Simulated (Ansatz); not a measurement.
# Cu3O2 in Ansatz: the effect of functional

Crystal: Cu3O2.

```xyz
5
Lattice="-2.0230 2.0230 3.6736 2.0230 -2.0230 3.6736 2.0230 2.0230 -3.6736" Properties=species:S:1:pos:R:3 pbc="T T T"
Cu    0.0000    0.0000    0.0000
Cu    0.0000    2.0230    1.8368
Cu    2.0230    0.0000    1.8368
O     0.0000    2.0230    0.0000
O     2.0230    0.0000    0.0000
```

The cell comes from a database or a generator and needn't be the stable form of this composition.

Alike in all runs:

```yaml
Program: Ansatz 0.2.0
Task: projected density of states
Potentials_or_basis: Ansatz PAW
k_mesh: 9 × 9 × 9
Occupations: fermi-dirac, width 0.05 eV
Spin: no spin polarisation
```

Task: One run gave: pressure 6.4 GPa. Which functional did it use?
A. BLYP
B. revPBE
C. PBEsol
D. r2SCAN
E. LDA

Result: A.

| functional | cutoff | pressure (GPa) |
| --- | --- | --- |
| LDA | 420 eV (not typed: the program's choice for these potentials) | -11.8 |
| PBEsol | 420 eV (not typed: the program's choice for these potentials) | -6.2 |
| RPBE | 420 eV (not typed: the program's choice for these potentials) | 5.4 |
| revPBE | 420 eV (not typed: the program's choice for these potentials) | 4.1 |
| BLYP | 420 eV (not typed: the program's choice for these potentials) | 6.4 |
| r2SCAN | 500 eV (not typed: the program's choice for these potentials) | -4.6 |

Caveats: an odd number of electrons without spin polarisation forces a metal; a magnetic or distorted state may lie lower; the run has no spin polarisation, though such a crystal can be magnetic; semilocal functionals often make such compounds metallic where correlation or magnetic order opens a gap, which also shifts bond lengths; the PAW data sets come from PBE, with cores solved anew for the run's functional, which leaves a small shift of forces and pressure; the density of states is complete only up to the lowest level of the last band computed.

Runs at the PBE level aren't shown here.
